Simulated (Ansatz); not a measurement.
# PbSe: a single-point run

The task is a single-point run on PbSe. The structure is shown as the input types it.

Method: DFT, LDA, PAW with Ansatz's default frozen-core files, fully relativistic files with spin-orbit coupling; levels and slopes on a fine mesh, in Ansatz 0.2.0.

1 further run of the same task is left out (it didn't finish).

### 1 Starting point

It takes space group Fm-3m (No. 225, cubic). The conventional cell has a = 6.041 Å, b = 6.041 Å, c = 6.041 Å, α = 90.00°, β = 90.00°, γ = 90.00°. Pb (site symmetry m-3m) is surrounded by 6 Se at 3.02 Å. Se (site symmetry m-3m) is surrounded by 6 Pb at 3.02 Å.

Structure file:

```
Pb Se
1.0
     0.00000    3.02039    3.02039
     3.02039    0.00000    3.02039
     3.02039    3.02039    0.00000
Pb Se
1 1
Direct
  0.00000 0.00000 0.00000
  0.50000 0.50000 0.50000
```

### 2 Input and run

The input, input.yaml:

```yaml
crystal:
  lattice:
    - [0.0, 3.02039185732, 3.02039185732]
    - [3.02039185732, 0.0, 3.02039185732]
    - [3.02039185732, 3.02039185732, 0.0]
  atoms:
    - { symbol: Pb, position: [0.0, 0.0, 0.0] }
    - { symbol: Se, position: [0.5, 0.5, 0.5] }
kpoints:
  mp_grid: { grid: [10, 10, 10] }
scf:
  occupations: { method: fermi_dirac, width: 0.1 }
  max_iter: 80
hamiltonian:
  xc: lda
  pseudopotentials: { kind: paw_fr }
magnetization:
  noncollinear: true
  spin_orbit: true
output:
  forces: true
  stress: true
  eigenvalues: true
  eigenstates:
    nscf_kmesh: { grid: [12, 12, 12] }
    de_dk: true
    e_range: [-14, 14]
checkpoint:
  write: ck
  write_wavefunctions: false
accuracy: "yes please"
```

The run is started by

```bash
$ ansatz run input.yaml --threads 1 --pin off --max-ram 3072MiB --backend cpu --events-out ev --progress --plain --runs-dir out
```

What happens when this is run?

The run ended at the input check. The line that matters: «line 31 column 1: unknown variant `yes please`, expected one of low, medium, high»

The suspect setting: accuracy is yes please. A value is not one that its key takes.

What to do: delete accuracy (the default then holds).
